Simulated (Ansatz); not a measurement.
# GeH₄ (singlet): from Hartree-Fock to the top rungs, 6-31G

An exercise on one series of results from a longer session: the logs are not shown, and one member is left open.

The runs use Ansatz 0.2.0, Gaussian basis; 6-31G, core rule «outside noble gas», up to 14 orbitals frozen.

To be run: UHF; CCSD(T) on RHF; BCCD(T) on RHF; CISD; CCSDT(Q) on RHF; CISDTQ; CCSDTQ on RHF; CASSCF and MRCISD+Q, 8 electrons in 8 orbitals; CASSCF and NEVPT2, 8 electrons in 8 orbitals; Full CI.

7 further runs of the same task are left out: 2 that didn't finish, 5 set aside as unsound or not needed.

## The geometry

The geometry is a PBE0/def2-TZVP stationary point (not a proven minimum). No spin-orbit coupling is included. The filled d shell of Ge may be among the frozen orbitals whatever the setting's name suggests; the logs give the count.

5 atoms, charge 0, spin multiplicity 1.

Atoms are counted from 1 here; the program's logs count them from 0.

Bond lengths: Ge1–H2 1.534 Å, Ge1–H3 1.534 Å, Ge1–H4 1.534 Å, Ge1–H5 1.534 Å. Angles: H2–Ge1–H3 109.5°, H2–Ge1–H4 109.5°, H2–Ge1–H5 109.5°, H3–Ge1–H4 109.5°, H3–Ge1–H5 109.5°, H4–Ge1–H5 109.5°.

As a file:

```xyz
5
GeH4
Ge    0.0000    0.0000    0.0000
H     0.8843    0.8872    0.8860
H    -0.8879   -0.8840    0.8857
H    -0.8838    0.8845   -0.8892
H     0.8874   -0.8877   -0.8825
```

The first run:

Contents of in.yaml:

```yaml
crystal:
  periodic: [false, false, false]
  atoms:
    - {symbol: Ge, position_ang: [0.000000, 0.000000, 0.000000]}
    - {symbol: H, position_ang: [0.884324, 0.887199, 0.886047]}
    - {symbol: H, position_ang: [-0.887886, -0.884021, 0.885661]}
    - {symbol: H, position_ang: [-0.883825, 0.884513, -0.889224]}
    - {symbol: H, position_ang: [0.887387, -0.887691, -0.882484]}
basis:
  gaussian: {orbitals: 6-31G}
magnetization: {spin_polarized: true, initial_magnetization: 0}
hamiltonian: {xc: hf}
output: {orbitals: {seedname: orbitals}}
```

Started as:

```console
> ansatz run in.yaml --threads 1 --pin off --events-out ev --progress --plain --max-ram 2393MiB
```

Steps of the session up to this table: UHF; CCSD(T) on RHF; BCCD(T) on RHF; CISD; CCSDT(Q) on RHF; CISDTQ; CCSDTQ on RHF; CASSCF and MRCISD+Q, 8 electrons in 8 orbitals; CASSCF and NEVPT2, 8 electrons in 8 orbitals; Full CI.

One table of the session follows, with a row left open; its other results are not shown here.

| method | from FCI (kcal/mol) |
| --- | --- |
| RHF | +54.25 |
| RMP2 | +15.53 |
| CISD | +2.83 |
| RCCSD | +0.85 |
| RCCSD(T) | +0.23 |
| BCCD(T) | +0.23 |
| RCCSDT | +0.02 |
| CISDTQ | +0.07 |
| RCCSDT(Q) | +0.01 |
| RCCSDTQ | 0.00 |
| CASSCF valence | ? |
| NEVPT2 valence | +3.89 |
| MRCISD valence | +0.38 |
| MRCISD+Q valence | +0.20 |
| FCI | 0 |

Estimate the missing values for CASSCF valence.

The run gave: from FCI (kcal/mol): +14.03. In the column «from FCI (kcal/mol)» it lies between NEVPT2 valence (+3.89) and RMP2 (+15.53).
